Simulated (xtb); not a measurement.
# C3H10GeS (SMILES CC[CH2][GeH2][SH]) at GFN1-xTB

Aim: a geometry optimisation of C3H10GeS. 

The results are computed with xtb 6.7.1.

## Step 1: The structure to begin with

C3H10GeS has 15 atoms, charge 0, and is taken as a singlet. As SMILES, `CC[CH2][GeH2][SH]`. All atoms were displaced at random from a relaxed shape. The run starts from this shape.

Bond lengths: C1–C2 1.668 Å, C2–C3 1.546 Å, C3–Ge4 2.035 Å, Ge4–S5 2.104 Å, C1–H6 1.006 Å, C1–H7 1.085 Å, C1–H8 1.103 Å, C2–H9 1.031 Å, C2–H10 1.105 Å, C3–H11 1.034 Å, C3–H12 1.058 Å, Ge4–H13 1.571 Å, Ge4–H14 1.581 Å, S5–H15 1.315 Å. Some angles: C1–C2–C3 109.2°, C2–C3–Ge4 104.9°, C3–Ge4–S5 110.5°, C1–C2–H9 102.9°, C1–C2–H10 102.6°, C3–C2–H9 115.4°, C3–C2–H10 116.4°, C2–C1–H6 111.3°, C2–C1–H7 107.7°, C2–C1–H8 110.9°.

## Step 2: A geometry optimisation at GFN1-xTB

Input file input.inp:

```
$chrg 0
$spin 0
$opt
   hessian=old
$end
```

Input file coord:

```
$coord
      4.541389822701     -0.719645502780      0.013870589755  c
      1.527767982715     -0.334953955590      0.850905879396  c
     -0.146302596569     -0.358934580111     -1.543868449297  c
     -3.734306692134      0.123890444730     -0.245040786580  ge
     -4.078671483825      3.610699706322      1.633913899135  s
      5.687470922764     -0.693113747990      1.529468736227  h
      4.987969900472      0.709856721454     -1.385131454828  h
      4.782613362509     -2.457173085328     -1.113275454540  h
      1.228605439925     -1.806351408007      2.093268525509  h
      1.579905526493      1.452556882955      1.930015085603  h
     -0.026777419186     -2.172504741915     -2.261548636907  h
      0.383501019732      1.192908513431     -2.688645638334  h
     -5.566774115184      0.109188375481     -2.580043077952  h
     -4.595303709036     -1.955110648538      1.719537389842  h
     -6.546786083415      3.472730801964      1.880485363876  h
$end
```

On the command line:

```sh
$ xtb coord --gfn 1 --input input.inp --opt tight | tee coord.out
```

**Question.** What will come out? Wanted: total energy at the end; dipole moment; HOMO energy; LUMO energy; HOMO–LUMO gap; dispersion energy.

Answer, from the run:

At GFN1-xTB:

```
               quantity          value
total energy at the end   -17.14688 Eh
          dipole moment         0.32 D
            HOMO energy      -11.79 eV
            LUMO energy       -5.08 eV
          HOMO–LUMO gap        6.71 eV
      dispersion energy  -15.22 kJ/mol
```

At the final geometry: Bond lengths: C1–C2 1.525 Å, C2–C3 1.532 Å, C3–Ge4 1.964 Å, Ge4–S5 2.179 Å, C1–H6 1.091 Å, C1–H7 1.091 Å, C1–H8 1.091 Å, C2–H9 1.097 Å, C2–H10 1.096 Å, C3–H11 1.096 Å, C3–H12 1.098 Å, Ge4–H13 1.489 Å, Ge4–H14 1.490 Å, S5–H15 1.319 Å. Some angles: C1–C2–C3 111.5°, C2–C3–Ge4 113.3°, C3–Ge4–S5 105.4°, C1–C2–H9 109.0°, C1–C2–H10 108.9°, C3–C2–H9 110.0°, C3–C2–H10 110.0°, C2–C1–H6 110.1°, C2–C1–H7 110.4°, C2–C1–H8 110.5°. The optimisation took 19 steps and changed the energy by -0.955 eV.
